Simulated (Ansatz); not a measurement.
# CuSn3: a trial structure relaxed

The task: take a trial cell of CuSn3 to zero force and stress.

Computed with Ansatz 0.2.0 (DFT PBE, scalar-relativistic, plane waves, PAW, unless a step's input says otherwise).

## Step 1: The system as given

The structure is tetragonal, space group P4/mmm (No. 123). Conventional cell: a = 4.660 Å, b = 4.660 Å, c = 4.467 Å, α = 90.00°, β = 90.00°, γ = 90.00°. Cu (site symmetry 4/mmm) is surrounded by 12 Sn at 3.23 to 3.29 Å. Sn (site symmetry mmm) has 4 Cu at 3.23 Å and 8 Sn at 3.23 to 3.29 Å as nearest neighbours. Sn (site symmetry 4/mmm) has 8 Sn at 3.23 Å and 4 Cu at 3.29 Å as nearest neighbours.

Structure file:

```xyz
4
Lattice="4.6598 0.0000 0.0000 0.0000 4.6598 0.0000 0.0000 0.0000 4.4667" Properties=species:S:1:pos:R:3 pbc="T T T"
Cu    2.3299    2.3299    2.2334
Sn    2.3299    0.0000    0.0000
Sn    0.0000    0.0000    2.2334
Sn    0.0000    2.3299    0.0000
```

The start is an ordering of an alloy on its end members' structure types: elements ordered on the sites of the In type, Cu/Sn on In (P4/mmm, No. 123).

## Step 2: The guess as it stands, on a coarse mesh

Input file input.yaml:

```yaml
crystal:
  lattice:
    - [4.65982012, 0.0, 0.0]
    - [0.0, 4.65982012, 0.0]
    - [0.0, 0.0, 4.4667418]
  atoms:
    - { symbol: Cu, position: [0.5, 0.5, 0.5] }
    - { symbol: Sn, position: [0.5, 0.0, 0.0] }
    - { symbol: Sn, position: [0.0, 0.0, 0.5] }
    - { symbol: Sn, position: [0.0, 0.5, 0.0] }
basis:
  ecutwfc: 420
kpoints:
  mp_grid: { grid: [4, 4, 4] }
hamiltonian:
  xc: pbe
scf:
  occupations: { method: gaussian, width: 0.1 }
  lower_state_search: "off"
output:
  forces: true
  stress: true
  eigenvalues: true
```

Launch:

```
> ansatz run input.yaml --threads 1 --pin off --max-ram 2560MiB --backend cpu --events-out ev --progress --plain --runs-dir out
```

Log, shortened:

```text
[...]
SCF converged after 6 iterations
Free energy (F): -24696.931698 eV
[...]
E sigma→0 (E₀):  -24696.927830 eV
Entropy (-TS):   -0.007735 eV (-1.934 meV/atom)
Fermi energy:    10.975948 eV
[...]
--- Forces (eV/Å), atoms counted from 1 ---
  atom   1  Cu     0.00000000    -0.00000000    -0.00000000
  atom   2  Sn     0.00000000    -0.00000000    -0.00000000
  atom   3  Sn     0.00000000     0.00000000     0.00000000
  atom   4  Sn    -0.00000000     0.00000000     0.00000000
[...]
--- Stress (GPa, compression-positive) ---
       -1.836701      -0.000000       0.000000
       -0.000000      -1.836701      -0.000000
        0.000000      -0.000000       0.120373
  P = ⅓ Tr σ = -1.1843 GPa (-11.843 kbar)
--- Band table (eV; the first three rows and the last of 18) ---
[...]
```

Run time: 3.2 s. Hardware: 1 thread of Intel Xeon at 2.70GHz, shared host; peak memory 0.4 GiB.

The probe gives pressure -1.2 GPa, largest force 0.00 eV/Å, gap on this mesh none (metal). The relaxation goes to the converged mesh at once.

## Step 3: Relaxation on the finer mesh

input.yaml, as its differences from that of step 2:

```diff
@@ -13,3 +13,3 @@
 kpoints:
-  mp_grid: { grid: [4, 4, 4] }
+  mp_grid: { grid: [10, 10, 10] }
 hamiltonian:
@@ -18,3 +18,2 @@
   occupations: { method: gaussian, width: 0.1 }
-  lower_state_search: "off"
 output:
@@ -23 +22,10 @@
   eigenvalues: true
+  write_density: true
+  write_potential: true
+  elf: true
+  volumetric_format: npy
+relax:
+  adjacent_minimum: "off"
+  f_tol: 0.01
+  max_steps: 80
+  cell: { stress_tol: 0.05 }
```

Launch:

```
> ansatz run input.yaml --threads 1 --pin off --max-ram 2560MiB --backend cpu --events-out ev --progress --plain --runs-dir out
```

Log, shortened:

```text
Warning: RAYON_NUM_THREADS=1 ignored (pool sized by the plan → 1); use --threads N
[...]
Pseudopotentials: kind: paw
Pseudopotential: Cu, paw, valence charge 19, recommended cutoff 420 eV (normal), Cu.paw.azcp
Pseudopotential: Sn, paw, valence charge 14, recommended cutoff 420 eV (normal), Sn.paw.azcp
Functional definition: PBE
[...]
Crystal: 4 atoms, lattice volume = 96.990 Å³
Basis set: ecut = 420 eV, 1887 PW (Γ), exchange–correlation on 64×64×60 points (8 copies of the dense FFT grid, shifted against one another)
Bands: 37, of which v1, the nominal top of the filled ones, is band 31 counted from 1 (30 counted from 0)
Symmetry: 16 space group operations
Space group: P4/mmm (ITA 123), of the structure as read, at distance tolerance 4.6e-5 Å
k-points: 126 of 1000
[...]
SCF iter   1: F=—  HF=-24696.887499 eV  |F-HF|=—  |Δ(HF+E_count)|=         —  Δρ=2.19e-3  dr2=5.90e-3  ethr=1.77e-3  ⟨swp⟩=6.9  Hψ=19162  notcnv=0  defer=5
[...]
--- Stress (GPa, compression-positive) ---
        0.002755       0.000000       0.000000
        0.000000       0.002755       0.000000
        0.000000       0.000000      -0.015326
  P = ⅓ Tr σ = -0.0033 GPa (-0.033 kbar)
--- Band table (eV; the first three rows and the last of 126) ---
[...]
--- Relaxed structure (3 steps of the walk, 3 accepted, 1 SCFs on fresh bases) ---
  F+E_penalty+E_count = -24696.88884074 eV   max|allowed force component| = 1.489e-29 eV/Å   (the final SCF, on the basis selected at the relaxed cell)
  cell:  # Å, volume = 95.8288 Å³
    - [4.642090045324703, -1.7823765508484124e-33, -2.3439472449513367e-33]
    - [-1.7823765508484124e-33, 4.642090045324703, -3.296175813212817e-34]
    - [-2.246826458189329e-33, -3.1595997068287443e-34, 4.447016901844892]
  atoms:
    - { symbol: Cu, position: [0.5, 0.5, 0.5] }
    - { symbol: Sn, position: [0.5, -1.8084139913484073e-34, -3.924659609248166e-35] }
    - { symbol: Sn, position: [3.058626348548719e-35, 1.706096627927624e-34, 0.5] }
    - { symbol: Sn, position: [-7.217949518549485e-35, 0.5, 3.9555816084158023e-35] }
```

It took 1.8 min on 1 thread of Intel Xeon at 2.70GHz, shared host; peak memory 0.63 GiB.

Step by step:

| step | energy from step 1 (eV/cell) | largest force component (eV/Å) | pressure (GPa) | volume (Å³) |
| --- | --- | --- | --- | --- |
| 1 | 0.0000 | 0.0000 | -0.64 | 96.99 |
| 2 | -0.0026 | 0.0000 | 0.21 | 95.45 |
| 3 | -0.0027 | 0.0000 | 0.00 | 95.83 |
| 4 | -0.0024 | 0.0000 | 0.00 | 95.83 |

Step 1 is the start. Step 4 repeats the geometry before it on a plane-wave basis chosen anew for that cell, so its energy need not be comparable with the rows above.

|  | before | after | change |
| --- | --- | --- | --- |
| a (Å) | 4.660 | 4.642 | -0.4 % |
| b (Å) | 4.660 | 4.642 | -0.4 % |
| c (Å) | 4.467 | 4.447 | -0.4 % |
| volume (Å³/atom) | 24.25 | 23.96 | -1.2 % |
| shortest distance (Å) | 3.227 | 3.214 | -0.4 % |
| space group (0.01 Å) | P4/mmm | P4/mmm | same |

Forces and stress were held to the start's 16 operations: a distortion of lower symmetry was not tested.

Density in a lattice plane of the grid's cell (edges 4.64 and 4.45 Å, at 0.500 of the third edge), which holds Cu and Sn.

Ten even steps from '0' (0.03 e/Å³) to '9' (64.12 e/Å³):
```
211000000000000000000011
100000000000000000000000
000000000000000000000000
000000000000000000000000
000000000000000000000000
000000000000000000000000
000000000000000000000000
000000000001210000000000
000000000014641000000000
000000000026962000000000
000000000014641000000000
000000000001210000000000
000000000000000000000000
000000000000000000000000
000000000000000000000000
000000000000000000000000
000000000000000000000000
100000000000000000000000
211000000000000000000011
221000000000000000000012
```
Columns run along the first of these edges and rows up along the second, over one cell in 24 and 20 even steps from the bottom left corner. Atoms in the plane (fractional): Cu at (0.50, 0.50), Sn at (1.00, 0.00).

ELF in the same plane.

Ten even steps from '0' (0.00) to '9' (0.91):
```
000133332211111223333100
001233332211111223333210
223333332211111223333332
333333332211111223333333
333333322111111122333333
333332221111111112223333
222222211122222111222222
111122111234443211122111
111111111247874211111111
111111112259995221111111
111111111247874211111111
111122111234443211122111
222222211122222111222222
333332221111111112223333
333333322111111122333333
333333332211111223333333
223333332211111223333332
001233332211111223333210
000133332211111223333100
000133333211111233333100
```
Columns run along the first of these edges and rows up along the second, over one cell in 24 and 20 even steps from the bottom left corner. Atoms in the plane (fractional): Cu at (0.50, 0.50), Sn at (1.00, 0.00).

Both are smooth fields of the valence electrons: close to the nuclei they are not physical.

## Step 4: Variant: spin_polarized true

Input file input.yaml:

```yaml
crystal:
  lattice:
    - [4.6420900453, 0.0, 0.0]
    - [0.0, 4.6420900453, 0.0]
    - [0.0, 0.0, 4.4470169018]
  atoms:
    - { symbol: Cu, position: [0.5, 0.5, 0.5] }
    - { symbol: Sn, position: [0.5, 0.0, 0.0] }
    - { symbol: Sn, position: [0.0, 0.0, 0.5] }
    - { symbol: Sn, position: [0.0, 0.5, 0.0] }
basis:
  ecutwfc: 420
kpoints:
  mp_grid: { grid: [10, 10, 10] }
hamiltonian:
  xc: pbe
scf:
  occupations: { method: gaussian, width: 0.1 }
output:
  forces: true
  eigenvalues: true
  stress: true
magnetization:
  spin_polarized: true
```

Launch:

```
> ansatz run input.yaml --threads 1 --pin off --max-ram 2560MiB --backend cpu --events-out ev --progress --plain --runs-dir out
```

Log, shortened:

```text
Warning: RAYON_NUM_THREADS=1 ignored (pool sized by the plan → 1); use --threads N
[...]
[... 4 set-up lines as earlier in the session ...]
[...]
Crystal: 4 atoms, lattice volume = 95.829 Å³
Basis set: ecut = 420 eV, 1887 PW (Γ), exchange–correlation on 64×64×60 points (8 copies of the dense FFT grid, shifted against one another)
Bands: 37, of which v1, the nominal top of the filled ones, is band 31 counted from 1 (30 counted from 0)
[... 2 set-up lines as earlier in the session ...]
k-points: 126 of 1000
[...]
SCF converged after 13 iterations
Magnetization: 0.0000 μB (30.5000 up, 30.5000 down)
Absolute magnetization: 0.0000 μB (∫|ρ↑−ρ↓|)
Spin contamination: 0.0000 ħ² per cell (⟨S²⟩ above its minimum at these occupations)
Per-site moments (μB) at R_I (Å): [(0.0, 1.3258676506536524), (0.0, 1.3258676506536524), (0.0, 1.3258676506536524), (0.0, 1.3258676506536524)]
Free energy (F): -24696.888841 eV
[...]
E sigma→0 (E₀):  -24696.883080 eV
Entropy (-TS):   -0.011522 eV (-2.881 meV/atom)
Fermi energy:    11.304747 eV
[...]
--- Forces (eV/Å), atoms counted from 1 ---
  atom   1  Cu     0.00000000     0.00000000     0.00000000
  atom   2  Sn     0.00000000     0.00000000     0.00000000
  atom   3  Sn    -0.00000000     0.00000000     0.00000000
  atom   4  Sn     0.00000000     0.00000000     0.00000000
[...]
--- Stress (GPa, compression-positive) ---
        0.002731       0.000000       0.000000
        0.000000       0.002731       0.000000
        0.000000       0.000000      -0.015313
  P = ⅓ Tr σ = -0.0033 GPa (-0.033 kbar)
--- Band table (eV; the first three rows and the last of 252) ---
[...]
```

Run time: 44 s. Hardware: 1 thread of Intel Xeon at 2.70GHz, shared host; peak memory 0.82 GiB.

```csv
run,ending,energy change,pressure (GPa),gap (eV),force (eV/Å),cycles,time
step 3,converged,0,0.0,0.00,0.00,-,1.8 min
variant,converged,0.0 meV/atom,0.0,0.00,0.00,13,44 s
```

With the changed spin polarisation the energy stays within 0.5 meV/atom: no moment was seeded, so none could form, and both runs end non-magnetic.

## Step 5: What came out

```
                              quantity                                                                      value
symmetry at the end (tolerance 0.05 Å)                                               space group P4/mmm (No. 123)
                     conventional cell  a = 4.642 Å, b = 4.642 Å, c = 4.447 Å, α = 90.00°, β = 90.00°, γ = 90.00°
                                volume                                                              23.96 Å³/atom
     energy over the elements, grey Sn                                                              +0.23 eV/atom
                       gap on the mesh                                                               none (metal)
```

The space group P4/mmm (No. 123) is kept, and the volume per atom shrinks by 1.2 % from the first guess. With a positive formation energy it can't be a ground state. No finished test with a distortion of lower symmetry is shown, so the end may be a saddle point.
